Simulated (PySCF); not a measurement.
# GdH6N3 (Gd(NH2)3): the cost of one run

Program: PySCF 2.14.0. Level of theory: r2SCAN, Gd lcecp-1-SVP with ECP53, N def2-SVP, H def2-SVP; scalar-relativistic core potentials, no spin–orbit coupling. These are calculated values, not measurements.

2 further runs of the same task are left out: 1 for a known fault of the program, 1 that didn't finish.

### 1 The system as given

10 atoms, charge 0, spin multiplicity 1.

Bond lengths: Gd1–N2 2.236 Å, Gd1–N5 2.236 Å, Gd1–N8 2.236 Å, N2–H3 1.023 Å, N2–H4 1.023 Å, N5–H6 1.023 Å, N5–H7 1.023 Å, N8–H9 1.023 Å, N8–H10 1.023 Å. Angles: N2–Gd1–N5 120.0°, N2–Gd1–N8 120.0°, N5–Gd1–N8 120.0°, Gd1–N2–H3 128.3°, Gd1–N2–H4 128.3°, H3–N2–H4 103.4°, Gd1–N5–H6 128.3°, Gd1–N5–H7 128.3°, H6–N5–H7 103.4°, Gd1–N8–H9 128.3°, Gd1–N8–H10 128.3°, H9–N8–H10 103.4°.

As a file:

```
atom    x (Å)    y (Å)    z (Å)
 Gd1   0.0000   0.0000   0.0000
  N2   2.2363   0.0000   0.0000
  H3   2.8707   0.0000   0.8028
  H4   2.8707   0.0000  -0.8028
  N5  -1.1181   1.9367   0.0000
  H6  -1.4353   2.4861   0.8028
  H7  -1.4353   2.4861  -0.8028
  N8  -1.1182  -1.9367   0.0000
  H9  -1.4354  -2.4861   0.8028
 H10  -1.4354  -2.4861  -0.8028
```

Formal oxidation states: Gd +3. Each metal's 7 4f electrons lie in its core potential, so multiplicities, spins and levels count the valence alone. An earlier session relaxed this geometry at r2SCAN, Gd lcecp-1-SVP with ECP53, N def2-SVP, H def2-SVP (singlet, point group D3h).

Its energy there is -203.615831 Eh.

### 2 Atoms moved at random, σ = 0.15 Å

File run.py (the lines that set the calculation):

```python
mol = gto.M(atom='''
Gd    -0.22804     0.10218    -0.01844
N      2.34111    -0.09617    -0.02626
H      3.04959     0.07975     0.63808
H      2.96035     0.12058    -0.84518
N     -1.28006     1.96477     0.07986
H     -1.45859     2.24407     0.89784
H     -1.43882     2.66142    -0.58549
N     -1.15058    -1.79622    -0.08077
H     -1.48069    -2.74976     0.76372
H     -1.31428    -2.53061    -0.82336''',
    basis={'Gd': 'lcecp-1-SVP', 'N': 'def2-SVP', 'H': 'def2-SVP'},
    ecp={'Gd': 'lcecp-1-SVP'},
    charge=0, spin=0)
mf = dft.RKS(mol, xc='R2SCAN')
mf.grids.atom_grid = (50, 194)  # f atoms: unpruned, at least (60, 302)
mf = mf.density_fit()  # fitting sets: Gd AutoAux, N def2-universal-JKFIT, H def2-universal-JKFIT
mf.conv_tol = 1e-08; mf.max_cycle = 55
mf.kernel(dm0)  # dm0: the density of the relaxed state
```

Started as:

```bash
$ OMP_NUM_THREADS=2 python run.py
```

**Question.** How long does this run take on 2 threads of AMD EPYC 7R43 (Zen 3), shared host?

About 17 s.
